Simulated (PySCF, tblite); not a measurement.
# C3H8NOSi radical: geometry, infrared bands and EPR parameters

Wanted: the infrared bands and EPR parameters of C3H8NOSi radical (`C=CCO[SiH2][NH]`), by calculation.

Programs: tblite 0.8.0 and PySCF 2.14.0, with density-fitted response routines of our own. Each step states its level of theory. These are calculated values for one molecule in the gas phase, unless marked as measured. Atoms count from 0, in the outputs and in this text.

## (1) Starting geometry

14 atoms, charge 0, multiplicity 2; geometry from: force field or distance geometry start.

Bonds of the start (Å): C0–C1 1.34, C1–C2 1.51, C2–O3 1.36, O3–Si4 1.70, Si4–N5 1.77, C0–H6 1.09, C0–H7 1.08, C1–H8 1.10, C2–H9 1.12, C2–H10 1.12, Si4–H11 1.47, Si4–H12 1.48, N5–H13 1.07.

## (2) Geometry optimisation with GFN2-xTB

Job settings and geometry (Å):

```
{"job": {"kind": "relax", "xc": "GFN2-xTB", "basis": "xTB"}, "charge": 0, "multiplicity": 2}
C     -2.663500     0.203900    -0.852500
C     -1.837200     0.600000     0.119000
C     -0.359800     0.685800    -0.197000
O      0.240300    -0.187400     0.654100
Si     1.935600    -0.295700     0.512800
N      2.762600     1.265600     0.449800
H     -3.722500     0.150100    -0.592000
H     -2.307900    -0.026900    -1.840800
H     -2.199500     0.830200     1.128200
H     -0.040000     1.747500    -0.062900
H     -0.282700     0.351800    -1.267300
H      2.415100    -1.020300     1.697500
H      2.321200    -1.147900    -0.635800
H      3.737600     1.122900     0.864700
```

Run with:

```
$ OMP_NUM_THREADS=1 python probes_run.py task.json out
```

One launch serves the whole session: the jobs run in the order shown.

Standard output:

```text
step      E/eV     max force
  0    -520.64440    3.296
  1    -520.95770    1.599
  2    -521.06768    1.140
  3    -521.11420    0.872
  4    -521.15381    0.534
  5    -521.18138    0.529
  6    -521.20777    0.442
  7    -521.23272    0.378
  8    -521.24519    0.266
  9    -521.25346    0.254
 10    -521.26171    0.287
 11    -521.27189    0.377
 12    -521.28166    0.368
 13    -521.28895    0.251
 14    -521.29347    0.152
 15    -521.29625    0.170
 16    -521.29923    0.208
 17    -521.30262    0.184
 18    -521.30578    0.142
 19    -521.30825    0.129
 20    -521.30985    0.102
 21    -521.31088    0.103
 22    -521.31189    0.083
 23    -521.31301    0.088
 24    -521.31399    0.089
 25    -521.31478    0.067
 26    -521.31547    0.055
 27    -521.31609    0.069
 28    -521.31663    0.058
 29    -521.31702    0.050
 30    -521.31733    0.045
 31    -521.31764    0.044
 32    -521.31795    0.045
 33    -521.31827    0.049
 34    -521.31859    0.051
 35    -521.31893    0.050
 36    -521.31931    0.050
 37    -521.31972    0.067
 38    -521.32014    0.062
 39    -521.32056    0.060
 40    -521.32104    0.064
 41    -521.32156    0.057
 42    -521.32203    0.066
 43    -521.32231    0.044
 44    -521.32246    0.028
 45    -521.32257    0.031
 46    -521.32273    0.043
 47    -521.32297    0.054
 48    -521.32322    0.041
 49    -521.32339    0.036
 50    -521.32348    0.024
 51    -521.32355    0.027
 52    -521.32362    0.029
 53    -521.32370    0.028
 54    -521.32376    0.029
 55    -521.32381    0.027
 56    -521.32389    0.029
 57    -521.32398    0.027
 58    -521.32406    0.022
 59    -521.32410    0.016
 60    -521.32414    0.016
 61    -521.32420    0.025
 62    -521.32429    0.033
 63    -521.32440    0.034
 64    -521.32453    0.031
 65    -521.32466    0.034
 66    -521.32482    0.037
 67    -521.32501    0.031
 68    -521.32519    0.034
 69    -521.32535    0.038
 70    -521.32551    0.037
 71    -521.32575    0.043
 72    -521.32609    0.047
 73    -521.32646    0.035
 74    -521.32675    0.040
 75    -521.32690    0.054
 76    -521.32704    0.043
 77    -521.32719    0.027
 78    -521.32756    0.036
 79    -521.32779    0.045
 80    -521.32811    0.040
 81    -521.32829    0.049
 82    -521.32848    0.033
 83    -521.32863    0.028
 84    -521.32873    0.036
 85    -521.32879    0.019
 86    -521.32881    0.019
 87    -521.32883    0.014
 88    -521.32886    0.013
 89    -521.32890    0.018
 90    -521.32892    0.013
 91    -521.32894    0.017
 92    -521.32895    0.008
```

Wall time 0.54 s (1 thread of Arm Neoverse V1, shared host).

Along the way: (not every step is listed)

| step | energy from step 0 (eV) | largest force (eV/Å) |
| --- | --- | --- |
| 0 | 0.0000 | 3.2963 |
| 1 | -0.3133 | 1.5993 |
| 2 | -0.4233 | 1.1395 |
| 3 | -0.4698 | 0.8722 |
| 4 | -0.5094 | 0.5341 |
| 5 | -0.5370 | 0.5288 |
| 6 | -0.5634 | 0.4424 |
| 7 | -0.5883 | 0.3782 |
| 8 | -0.6008 | 0.2657 |
| 15 | -0.6518 | 0.1704 |
| 22 | -0.6675 | 0.0835 |
| 29 | -0.6726 | 0.0503 |
| 36 | -0.6749 | 0.0500 |
| 43 | -0.6779 | 0.0437 |
| 50 | -0.6791 | 0.0241 |
| 57 | -0.6796 | 0.0273 |
| 64 | -0.6801 | 0.0308 |
| 71 | -0.6813 | 0.0426 |
| 78 | -0.6832 | 0.0360 |
| 85 | -0.6844 | 0.0188 |
| 87 | -0.6844 | 0.0136 |
| 88 | -0.6845 | 0.0133 |
| 89 | -0.6845 | 0.0180 |
| 90 | -0.6845 | 0.0131 |
| 91 | -0.6845 | 0.0169 |
| 92 | -0.6845 | 0.0079 |

Close pairs (by a distance rule), those that changed most:

| bond | before (Å) | after (Å) | change (Å) |
| --- | --- | --- | --- |
| Si4–N5 | 1.768 | 1.677 | -0.091 |
| O3–Si4 | 1.705 | 1.618 | -0.087 |
| N5–H13 | 1.069 | 1.007 | -0.063 |
| C2–O3 | 1.359 | 1.396 | +0.037 |
| C2–H10 | 1.124 | 1.097 | -0.026 |
| C2–H9 | 1.117 | 1.099 | -0.018 |
| C1–C2 | 1.513 | 1.497 | -0.016 |
| C0–C1 | 1.335 | 1.319 | -0.016 |

The final coordinates are the input of the step that follows.

## (3) Vibrational analysis with GFN2-xTB

Job settings and geometry (Å):

```
{"job": {"kind": "ir", "xc": "GFN2-xTB", "basis": "xTB"}, "charge": 0, "multiplicity": 2}
C     -2.800616     0.359785    -0.801598
C     -1.803282     0.437815     0.058765
C     -0.360968     0.563797    -0.321486
O      0.424467    -0.236155     0.509887
Si     2.032791    -0.279148     0.678580
N      2.768966     1.213777     0.471631
H     -3.825276     0.287779    -0.479920
H     -2.633109     0.378624    -1.866098
H     -1.980754     0.411595     1.125048
H     -0.042281     1.610741    -0.218652
H     -0.211931     0.272877    -1.369122
H      2.097062    -1.034049     1.929061
H      2.598739    -1.099354    -0.428040
H      3.735515     1.391469     0.689777
```

Standard output:

```text
mode    cm-1     km/mol
  1      22.1      0.35
  2      46.6      1.20
  3      96.0      5.32
  4     114.4     14.26
  5     247.9     18.24
  6     273.7     30.48
  7     343.3     14.70
  8     382.7     13.60
  9     406.7      4.28
 10     575.1     17.12
 11     586.4      6.24
 12     650.4     24.04
 13     702.0     59.93
 14     757.9    129.55
 15     823.7     80.95
 16     895.1     11.45
 17     926.7      1.06
 18     959.4      6.50
 19     999.2     41.59
 20    1018.8     20.29
 21    1124.2     27.14
 22    1142.2     57.56
 23    1215.3      3.89
 24    1264.2      6.09
 25    1325.7      8.95
 26    1412.5      0.56
 27    1458.6      3.27
 28    1711.1      4.43
 29    1946.9     83.09
 30    2223.5     98.53
 31    2867.2     31.46
 32    2900.5     37.40
 33    3073.7     17.06
 34    3100.5     24.47
 35    3129.3     43.64
 36    3477.9      3.16
```

Run time: 0.39 s. Hardware: 1 thread of Arm Neoverse V1, shared host.

The strongest bands and the atoms that carry them (share of the mass-weighted mode):

| cm⁻¹ | km/mol | atoms |
| --- | --- | --- |
| 702 | 59.9 | H11 43 %, H13 38 %, H12 14 % |
| 758 | 129.6 | H13 46 %, H11 24 %, H12 12 % |
| 824 | 81.0 | O3 33 %, Si4 22 %, C2 20 % |
| 999 | 41.6 | N5 56 %, Si4 33 % |
| 1142 | 57.6 | O3 38 %, C2 35 % |
| 1947 | 83.1 | H12 96 % |
| 2224 | 98.5 | H11 96 % |
| 3129 | 43.6 | H6 65 %, H7 23 % |

## (4) EPR parameters: B3LYP/pcH-1

The job, as its differences from that of step 3:

```diff
@@ -1,2 +1,2 @@
-{"job": {"kind": "ir", "xc": "GFN2-xTB", "basis": "xTB"}, "charge": 0, "multiplicity": 2}
+{"job": {"kind": "epr", "basis": "pcH-1"}, "charge": 0, "multiplicity": 2}
 C     -2.800616     0.359785    -0.801598
```

With the program's defaults for keys left out, this is: UKS B3LYP, pcH-1 on C H N O Si, non-relativistic, mean-field spin-orbit, GIAO.

Standard output:

```text
UKS, coarse grid
  cycle   1  E = -538.45087892  |g| = 5.77e-01
  cycle   2  E = -538.25208816  |g| = 9.32e-01
  cycle   3  E = -538.57557894  |g| = 9.58e-02
  cycle   4  E = -538.57817568  |g| = 5.50e-02
  cycle   5  E = -538.57953035  |g| = 1.54e-02
  cycle   6  E = -538.57964205  |g| = 6.13e-03
  cycle   7  E = -538.57966434  |g| = 2.12e-03
  cycle   8  E = -538.57966721  |g| = 1.49e-03
  cycle   9  E = -538.57966861  |g| = 2.62e-04
UKS, final grid
  cycle   1  E = -538.57965111  |g| = 2.56e-04
  cycle   2  E = -538.57965112  |g| = 4.14e-04
  cycle   3  E = -538.57965121  |g| = 8.00e-05
  cycle   4  E = -538.57965123  |g| = 6.26e-05
  cycle   5  E = -538.57965126  |g| = 3.38e-05
  cycle   6  E = -538.57965126  |g| = 1.88e-05
E = -538.57965126 Eh   <S^2> = 0.7538 (exact 0.7500)
g shifts (ppm)      1          2          3
  rmc          -186       -186       -186
  gc             -3         34         45
  oz_so          68       1519       8813
  total        -121       1367       8671
hyperfine (MHz)  atom isotope    a_iso     a_fc   dipolar eigenvalues
    0   13C      -0.02      -0.02     -0.12     -0.09      0.21
    1   13C       0.31       0.31     -0.21     -0.17      0.38
    2   13C      -0.37      -0.37     -0.58     -0.37      0.95
    3   17O       3.06       3.07     -1.29     -0.02      1.31
    4  29Si      55.86      55.95     -3.13     -1.24      4.37
    5   14N      28.43      28.23    -41.15    -40.45     81.60
    6    1H       0.03       0.03     -0.25     -0.24      0.50
    7    1H       0.01       0.01     -0.37     -0.35      0.72
    8    1H      -0.05      -0.05     -0.64     -0.62      1.26
    9    1H       0.05       0.05     -2.77     -2.42      5.19
   10    1H       0.15       0.15     -1.56     -1.33      2.88
   11    1H      70.86      70.86     -3.48     -2.36      5.84
   12    1H     169.20     169.20     -5.05     -0.42      5.47
   13    1H     -55.26     -55.47    -51.10     -8.74     59.84
```

Run time: 73 s. Hardware: 1 thread of Arm Neoverse V1, shared host; peak memory 0.91 GiB.

Principal g values 2.00220, 2.00369, 2.01099; g(iso) = 2.00563, against 2.00232 for a free electron.

Hyperfine couplings; where a row names several nuclei, a(iso) is their mean (it holds for fast rotation or exchange) and the dipolar term the largest among them:

| nuclei | isotope | a(iso) (MHz) | a(iso) (G, at g = 2.0023) | largest dipolar term (MHz) |
| --- | --- | --- | --- | --- |
| H11, H12 | 1H | 120.0 | 42.8 | 5.8 |
| Si4 | 29Si | 55.9 | 19.9 | 4.4 |
| H13 | 1H | -55.3 | -19.7 | 59.8 |
| N5 | 14N | 28.4 | 10.1 | 81.6 |
| O3 | 17O | 3.1 | 1.1 | 1.3 |
| C2 | 13C | -0.4 | -0.1 | 1.0 |
| C1 | 13C | 0.3 | 0.1 | 0.4 |
| H9, H10 | 1H | 0.1 | 0.0 | 5.2 |
| H8 | 1H | 0.0 | 0.0 | 1.3 |
| H6 | 1H | 0.0 | 0.0 | 0.5 |
| C0 | 13C | 0.0 | 0.0 | 0.2 |
| H7 | 1H | 0.0 | 0.0 | 0.7 |

Mulliken spin populations:

C0 0.00; C1 0.00; C2 0.00; O3 0.00; Si4 -0.05; N5 0.95; H6 0.00; H7 0.00; H8 0.00; H9 0.00; H10 0.00; H11 0.04; H12 0.09; H13 -0.03

In first order the couplings over 0.8 MHz of 1H, 14N give 18 distinct lines over 125.7 G, if the averaged nuclei exchange fast; the same motion can average rows kept apart here too.

The fields below are evaluated on a grid from the run's orbitals.

ELF in a plane through or near 6 of the atoms.

Ten even steps from '0' (0.00) to '9' (1.00):
```
0000000000000000000000000000
0000000000000000000000000000
0000000000000000000000000000
0000000000000000000000000000
0000000000000000000000000000
0000000133000000000010000000
0000001466100011000242000000
0000244577200343101575000000
0000466677100454313675100000
0000245887222461757426641000
0000014741166726928319996000
0000002414187745736669998000
0000002673268820575239996000
0000017999227710585003761000
0000039999302400463000000000
0000039999400000121000000000
0000008999500000000000000000
0000001354000000000000000000
0000000000000000000000000000
0000000000000000000000000000
```
The map spans 12.9 Å across and 8.9 Å up, centred on the molecule. Atoms in the plane (x, y in Å): C0 (2.9, 0.1), C2 (0.4, 0.3), O3 (-0.6, -0.6), Si4 (-2.2, -0.4), H6 (3.8, -0.4), H11 (-2.5, -1.8).

log10 of the density (e/Å³) in the same plane.

Values, 10 rows by 14 columns:
```
-4.0 -4.0 -4.0 -4.0 -4.0 -4.0 -4.0 -4.0 -4.0 -4.0 -4.0 -4.0 -4.0 -4.0
-4.0 -4.0 -4.0 -4.0 -4.0 -4.0 -4.0 -4.0 -4.0 -4.0 -4.0 -4.0 -4.0 -4.0
-4.0 -4.0 -3.9 -2.9 -2.5 -3.0 -3.1 -2.7 -2.9 -3.1 -3.0 -3.5 -4.0 -4.0
-4.0 -3.9 -2.5 -1.4 -1.1 -1.7 -2.0 -1.3 -1.7 -1.9 -1.6 -2.3 -3.4 -4.0
-4.0 -3.3 -1.6 -0.4  0.1 -0.9 -1.0  0.2 -0.5 -0.6 -0.2 -1.3 -2.5 -4.0
-4.0 -3.5 -2.0 -0.7  0.0 -0.4  0.1  0.3  0.2  0.3  0.5 -0.3 -1.8 -3.7
-4.0 -3.9 -2.6 -1.2 -0.3 -0.5  0.3 -0.6 -0.4 -0.3 -0.8 -0.9 -2.1 -3.9
-4.0 -4.0 -2.8 -1.3 -0.3 -1.1 -1.3 -1.6 -1.4 -1.4 -2.1 -2.4 -3.2 -4.0
-4.0 -4.0 -3.2 -2.0 -1.4 -2.0 -2.8 -3.2 -2.8 -2.7 -3.4 -4.0 -4.0 -4.0
-4.0 -4.0 -4.0 -3.3 -3.0 -3.3 -4.0 -4.0 -4.0 -4.0 -4.0 -4.0 -4.0 -4.0
```
The map spans 12.9 Å across and 8.9 Å up, centred on the molecule. Atoms in the plane (x, y in Å): C0 (2.9, 0.1), C2 (0.4, 0.3), O3 (-0.6, -0.6), Si4 (-2.2, -0.4), H6 (3.8, -0.4), H11 (-2.5, -1.8).

On the surface of density 0.002 e/bohr³ the electrostatic potential runs, from the 1st to the 99th percentile, from -1.30 V near O3 to 1.90 V near H13.

The spin density lies nearest to N5 75 %; H12 10 %; H13 6 %.

## (5) Summary of results

| quantity | value |
| --- | --- |
| strongest single infrared mode (GFN2-xTB) | 758 cm⁻¹, 130 km/mol |
| zero-point energy (GFN2-xTB) | 63.2 kcal/mol |
| g(iso) (B3LYP) | 2.00563 |
| ⟨S²⟩ | 0.754 (exact 0.75) |
| largest a(iso) (averaged by class) | 1H on H11, H12, 120.0 MHz |
| potential on the surface of density 0.002 e/bohr³, 1st and 99th percentile | -1.30 V and 1.90 V |

In words: Relaxing lowered the energy by 0.685 eV in 92 steps; the close pair that moved most is Si4–N5, from 1.768 to 1.677 Å. No mode is imaginary among the 36: a minimum at this level. The strongest single mode, at 758 cm⁻¹, is carried by H13, H11, H12. Unscaled tight-binding wavenumbers are off by several per cent, some by more. Its intensities can rank the bands wrongly. Most of the unpaired spin sits on N5 (0.95 e). The isotropic g lies 3.3 ppt above the free-electron value. The conformer search found further structures of the same energy, which may be mirror or relabelled copies of this one.
